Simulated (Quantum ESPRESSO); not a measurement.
Runs of Quantum ESPRESSO 7.5 on TiH4. It takes space group Cmmm (No. 65, orthorhombic). The conventional cell has a = 3.420 Å, b = 5.578 Å, c = 3.345 Å, α = 90.00°, β = 90.00°, γ = 90.00°. Ti (site symmetry mmm) is surrounded by 10 H at 1.84 to 1.93 Å. H (site symmetry m2m) has 3 H at 1.79 to 1.98 Å and 3 Ti at 1.89 to 1.93 Å as nearest neighbours. H (site symmetry 2mm) has 1 H at 1.53 Å as nearest neighbours. The cell was built by a generator and needn't be a form met in nature.

```csv
level,U,mixing beta,gap on the mesh (eV),pressure (GPa),largest force (eV/Å)
PBE+U,Ti d U = 3 eV,0.3,none,3.8,0.06
PBE+U,Ti d U = 8 eV,0.3,none,14.4,(a)
PBE,-,0.5,none,-0.1,0.02
PBE+U,Ti d U = 6 eV,0.3,none,10.9,(c)
PBE+U,Ti d U = 1 eV,0.3,none,(b),0.01
```

Alike in all rows: task single point; potentials or basis SSSP 1.3 efficiency PBE; no spin polarisation; cell as given; k mesh 9 × 9 × 8; cutoff (eV) 816; smearing fermi-dirac 0.05 eV.

Task: Fill in the values left out.

Result: (a) 0.26; (b) 1.0; (c) 0.09.

Caveats: U without spin polarisation on a metal has little footing (some runs); the U is typed as a test and isn't derived for this compound (some runs).

A gap of «none» marks a metal or a gap under the smearing width.
